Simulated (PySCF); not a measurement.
# H9Si3Tl (Tl(SiH3)3): the cost of one run

The runs use PySCF 2.14.0; PBE, Tl def2-SVP with ECP60, Si def2-SVP, H def2-SVP; scalar-relativistic core potentials, no spin–orbit coupling.

2 further runs of the same task are left out: 2 for a known fault of the program.

## (1) Starting geometry

13 atoms, charge 0, spin multiplicity 1.

Bond lengths: Tl1–Si2 2.646 Å, Tl1–Si6 2.646 Å, Tl1–Si10 2.646 Å, Si2–H3 1.507 Å, Si2–H4 1.510 Å, Si2–H5 1.507 Å, Si6–H7 1.507 Å, Si6–H8 1.510 Å, Si6–H9 1.507 Å, Si10–H11 1.507 Å, Si10–H12 1.510 Å, Si10–H13 1.507 Å. Angles: Si2–Tl1–Si6 120.0°, Si2–Tl1–Si10 120.0°, Si6–Tl1–Si10 120.0°, Tl1–Si2–H3 112.4°, Tl1–Si2–H4 108.3°, Tl1–Si2–H5 112.4°, H3–Si2–H4 107.7°, H3–Si2–H5 108.1°, H4–Si2–H5 107.7°, Tl1–Si6–H7 112.4°, Tl1–Si6–H8 108.3°, Tl1–Si6–H9 112.4°, H7–Si6–H8 107.7°, H7–Si6–H9 108.1°, H8–Si6–H9 107.7°, Tl1–Si10–H11 112.4°, Tl1–Si10–H12 108.3°, Tl1–Si10–H13 112.4° and more.

As a file:

```
Tl    0.0000    0.0000   -0.6345
Si    2.6457    0.0000   -0.6820
H     3.2321   -1.2205   -0.0195
H     3.0951    0.0000   -2.1235
H     3.2321    1.2204   -0.0195
Si   -1.3228    2.2912   -0.6820
H    -0.5591    3.4093   -0.0195
H    -1.5475    2.6804   -2.1235
H    -2.6730    2.1889   -0.0196
Si   -1.3229   -2.2912   -0.6820
H    -2.6730   -2.1888   -0.0196
H    -1.5476   -2.6804   -2.1235
H    -0.5591   -3.4093   -0.0196
```

Formal oxidation states: Tl +3. An earlier session relaxed this geometry at PBE, Tl def2-SVP with ECP60, Si def2-SVP, H def2-SVP (singlet, point group C3v).

Its energy there is -1045.648718 Eh.

## (2) Multiplicity 3 at the relaxed geometry

Input file run.py (the lines that set the calculation):

```python
mol = gto.M(atom='''
Tl     0.00000     0.00000    -0.63450
Si     2.64568    -0.00003    -0.68199
H      3.23212    -1.22051    -0.01954
H      3.09507    -0.00003    -2.12353
H      3.23214     1.22044    -0.01954
Si    -1.32281     2.29124    -0.68199
H     -0.55907     3.40935    -0.01954
H     -1.54750     2.68042    -2.12354
H     -2.67301     2.18890    -0.01955
Si    -1.32286    -2.29121    -0.68200
H     -2.67305    -2.18884    -0.01956
H     -1.54756    -2.68039    -2.12354
H     -0.55914    -3.40934    -0.01955''',
    basis={'Tl': 'def2-SVP', 'Si': 'def2-SVP', 'H': 'def2-SVP'},
    ecp={'Tl': 'def2-SVP'},
    charge=0, spin=2)
mf = dft.UKS(mol, xc='PBE')
mf.grids.atom_grid = (50, 194)
mf = mf.density_fit()  # fitting sets: Tl def2-universal-JKFIT, Si def2-universal-JKFIT, H def2-universal-JKFIT
mf.conv_tol = 1e-08; mf.max_cycle = 55
mf.kernel(dm0)  # dm0: free metal ions and neutral atoms
```

Command:

```sh
> OMP_NUM_THREADS=2 python run.py
```

**Question.** How long does this run take on 2 threads of Arm Neoverse V1, shared host?

About 96 s.
